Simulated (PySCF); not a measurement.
# C4H12Ge: the cost of one run

Computed with PySCF 2.14.0 and routines of our own; the level stands in each step. Atoms count from 0.

## 1. The system as given

17 atoms, charge 0, multiplicity 1; geometry from: GFN2-xTB.

## 2. Geometry optimisation at PBE0-D3(BJ)/def2-SVP

Job settings and geometry (Å):

```
{"job": {"xc": "PBE0", "basis": "def2-SVP", "d3": "d3bj", "grid": 1, "maxiter": 30, "kind": "geom"}, "charge": 0, "multiplicity": 1}
C     -0.472545    -0.999334    -1.654053
Ge    -0.001413    -0.000896    -0.001443
C     -0.021557     1.950221    -0.378336
C     -1.321610    -0.411909     1.425800
C      1.813589    -0.537703     0.603765
H     -1.462241    -0.720982    -2.003807
H     -0.466470    -2.070186    -1.473759
H      0.236597    -0.787228    -2.448641
H      0.240017     2.516916     0.510297
H     -1.006170     2.271200    -0.705315
H      0.690923     2.199874    -1.158873
H     -2.323316    -0.125823     1.119660
H     -1.327916    -1.474153     1.651505
H     -1.082142     0.126793     2.337803
H      1.850668    -1.601541     0.818389
H      2.554970    -0.320949    -0.159590
H      2.091618    -0.002271     1.506687
```

Started as:

```sh
> OMP_NUM_THREADS=1 python heavy_run.py task.json out
```

The driver reads the jobs from task.json and runs them one after another.

Q: Estimate the wall time and peak memory of this first job on 1 thread of Arm Neoverse V2, shared host.

About 86 s, with a peak of 0.61 GiB.
